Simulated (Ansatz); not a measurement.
# C9H21Al: how energies converge with the basis set

One table from this session's results is given with a row withheld; the runs are named, their logs left out.

Computed with Ansatz 0.2.0, Gaussian basis. Level: one geometry, several basis sets.

Plan: PBE0-D4/def2-SVP; ωB97M-V/def2-SVP; PBE0-D4/def2-QZVPP; ωB97M-V/def2-QZVPP; the functionals' def2-TZVPP values are taken from earlier runs.

1 further run of the same task is left out (it didn't finish).

### The geometry

The geometry comes from an earlier relaxation with PBE0-D4 in a triple-zeta def2 set; it is a stationary point, not always the lowest conformer.

SMILES `C[CH](C)[Al]([CH](C)C)[CH](C)C`, 31 atoms, charge 0, spin multiplicity 1.

Atoms are counted from 1 here; the program's logs count them from 0.

Bond lengths: C1–C2 1.533 Å, C1–H11 1.096 Å, C1–H12 1.096 Å, C1–H13 1.098 Å, C2–C3 1.526 Å, C2–Al4 1.980 Å, C2–H14 1.099 Å, C3–H15 1.098 Å, C3–H16 1.094 Å, C3–H17 1.094 Å, Al4–C5 1.980 Å, Al4–C8 1.979 Å, C5–C6 1.527 Å, C5–C7 1.532 Å, C5–H18 1.099 Å, C6–H19 1.098 Å, C6–H20 1.095 Å, C6–H21 1.094 Å and more. Angles: C2–C1–H11 112.6°, C2–C1–H12 111.7°, C2–C1–H13 111.4°, H11–C1–H12 107.3°, H11–C1–H13 106.9°, H12–C1–H13 106.6°, C1–C2–C3 110.6°, C1–C2–Al4 108.3°, C1–C2–H14 107.3°, C3–C2–Al4 115.4°, C3–C2–H14 108.1°, Al4–C2–H14 106.8°, C2–C3–H15 111.4°, C2–C3–H16 111.7°, C2–C3–H17 112.4°, H15–C3–H16 106.7°, H15–C3–H17 107.1°, H16–C3–H17 107.1° and more.

The first run:

in.yaml reads:

```yaml
crystal:
  periodic: [false, false, false]
  atoms:
    - {symbol: C, position_ang: [0.240687, -2.010310, 1.918981]}
    - {symbol: C, position_ang: [0.916876, -0.733350, 1.406503]}
    - {symbol: C, position_ang: [1.008873, 0.308202, 2.517966]}
    - {symbol: Al, position_ang: [-0.025371, -0.143993, -0.231604]}
    - {symbol: C, position_ang: [-1.597554, 1.056158, -0.136794]}
    - {symbol: C, position_ang: [-2.605718, 0.681492, 0.947568]}
    - {symbol: C, position_ang: [-1.132165, 2.505031, 0.039362]}
    - {symbol: C, position_ang: [0.573332, -0.776323, -2.009226]}
    - {symbol: C, position_ang: [0.684837, 0.385422, -2.999714]}
    - {symbol: C, position_ang: [1.855736, -1.602580, -1.985015]}
    - {symbol: H, position_ang: [0.220705, -2.806904, 1.167195]}
    - {symbol: H, position_ang: [-0.794715, -1.824998, 2.225992]}
    - {symbol: H, position_ang: [0.760655, -2.414231, 2.797266]}
    - {symbol: H, position_ang: [1.938286, -1.002819, 1.104792]}
    - {symbol: H, position_ang: [1.523549, -0.091888, 3.401389]}
    - {symbol: H, position_ang: [0.018464, 0.634046, 2.850786]}
    - {symbol: H, position_ang: [1.553686, 1.203956, 2.205476]}
    - {symbol: H, position_ang: [-2.105063, 0.988520, -1.109224]}
    - {symbol: H, position_ang: [-3.454575, 1.377579, 0.964026]}
    - {symbol: H, position_ang: [-2.156211, 0.709519, 1.945208]}
    - {symbol: H, position_ang: [-3.016342, -0.323160, 0.807433]}
    - {symbol: H, position_ang: [-0.464752, 2.832419, -0.764941]}
    - {symbol: H, position_ang: [-1.981855, 3.200003, 0.052256]}
    - {symbol: H, position_ang: [-0.597391, 2.645552, 0.984892]}
    - {symbol: H, position_ang: [-0.240873, -1.426957, -2.367214]}
    - {symbol: H, position_ang: [0.924007, 0.032119, -4.010716]}
    - {symbol: H, position_ang: [-0.241169, 0.963953, -3.068658]}
    - {symbol: H, position_ang: [1.482285, 1.081718, -2.716336]}
    - {symbol: H, position_ang: [2.706925, -1.011196, -1.631116]}
    - {symbol: H, position_ang: [2.119837, -1.971698, -2.984289]}
    - {symbol: H, position_ang: [1.777317, -2.472487, -1.326550]}
basis:
  gaussian: {orbitals: def2-SVP}
hamiltonian: {xc: pbe0, dispersion: d4}
output: {orbitals: {seedname: orbitals}}
```

Launch:

```console
ansatz run in.yaml --threads 4 --pin off --events-out ev --progress --plain --max-ram 41984MiB --backend cpu
```

Among the steps run: PBE0-D4 in def2-SVP; ωB97M-V in def2-SVP; PBE0-D4 in def2-QZVPP; ωB97M-V in def2-QZVPP.

One of the session's tables, all rows but one given; the rest of the session is left out.

It belongs to the step «Functionals by basis». 

| functional | basis | HOMO (eV) |
| --- | --- | --- |
| PBE0-D4 | def2-SVP | -6.50 |
| PBE0-D4 | def2-TZVPP | -6.52 |
| PBE0-D4 | def2-QZVPP | ? |
| ωB97M-V | def2-SVP | -8.69 |
| ωB97M-V | def2-TZVPP | -8.71 |
| ωB97M-V | def2-QZVPP | -8.71 |

**Question.** Estimate the row for PBE0-D4, def2-QZVPP.

**Answer.** HOMO (eV): -6.53. In the column «HOMO (eV)» it lies between ωB97M-V, def2-SVP (-8.69) and PBE0-D4, def2-TZVPP (-6.52).
